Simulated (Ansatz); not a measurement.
# CuRuSe2: the cost of one run

Program: Ansatz 0.2.0. Level of theory: DFT PBE+U (U_eff = 5 eV on Ru d, around-mean-field double counting), plane waves, PAW. These are calculated values, not measurements.

## (1) The system as given

Symmetry: R-3m, No. 166, trigonal system. The conventional cell has a = 3.817 Å, b = 3.817 Å, c = 20.785 Å, α = 90.00°, β = 90.00°, γ = 120.00°. Cu (site symmetry -3m) is surrounded by 6 Se at 3.03 Å. Around Ru (site symmetry -3m) lie 6 Se at 2.60 Å. Se (site symmetry 3m) has 3 Ru at 2.60 Å and 3 Cu at 3.03 Å as nearest neighbours.

As a file:

```xyz
4
Lattice="1.9084 1.1018 6.9283 -1.9084 1.1018 6.9283 0.0000 -2.2037 6.9283" Properties=species:S:1:pos:R:3 pbc="T T T"
Cu    0.0000    0.0000   10.3925
Ru    0.0000    0.0000    0.0000
Se    0.0000    0.0000    5.5433
Se    0.0000    0.0000   15.2416
```

Magnetic order typed: ferromagnetic.

An earlier series on this cell reached its lowest free state from «random orbitals: drawn by pairs, first filling», perhaps among other starts (it ended without moments).

## (2) From atoms, default search

input.yaml

```yaml
crystal:
  lattice:
    - [1.90842244, 1.10182821, 6.92830171]
    - [-1.90842244, 1.10182821, 6.92830171]
    - [0.0, -2.20365642, 6.92830171]
  atoms:
    - { symbol: Cu, position: [0.5, 0.5, 0.5] }
    - { symbol: Ru, position: [0.0, 0.0, 0.0], spin: 5.0 }
    - { symbol: Se, position: [0.2667, 0.2667, 0.2667] }
    - { symbol: Se, position: [0.7333, 0.7333, 0.7333] }
basis:
  ecutwfc: 420
  ecutrho_ratio: 4
kpoints:
  mp_grid: { grid: [6, 6, 6] }
hamiltonian:
  xc: pbe
  hubbard: { sites: [{ site: 1, l: d, u_eff: 5.0 }], double_counting: amf }
scf:
  occupations: { method: gaussian, width: 0.05 }
output:
  forces: true
  stress: true
  eigenvalues: true
  populations: true
  hubbard: { sites: [{ site: 1, l: d }] }
  write_density: true
  write_potential: true
  elf: true
  volumetric_format: npy
magnetization:
  spin_polarized: true
```

Started as:

```console
$ ansatz run input.yaml --threads 2 --pin off --max-ram 3072MiB --backend cpu --events-out ev --progress --plain --runs-dir out
```

Q: Estimate wall time and peak memory on 2 threads of Intel Xeon Platinum 8375C at 2.90GHz (Ice Lake), shared host.

About 2.9 min, with a peak of 1.7 GiB.
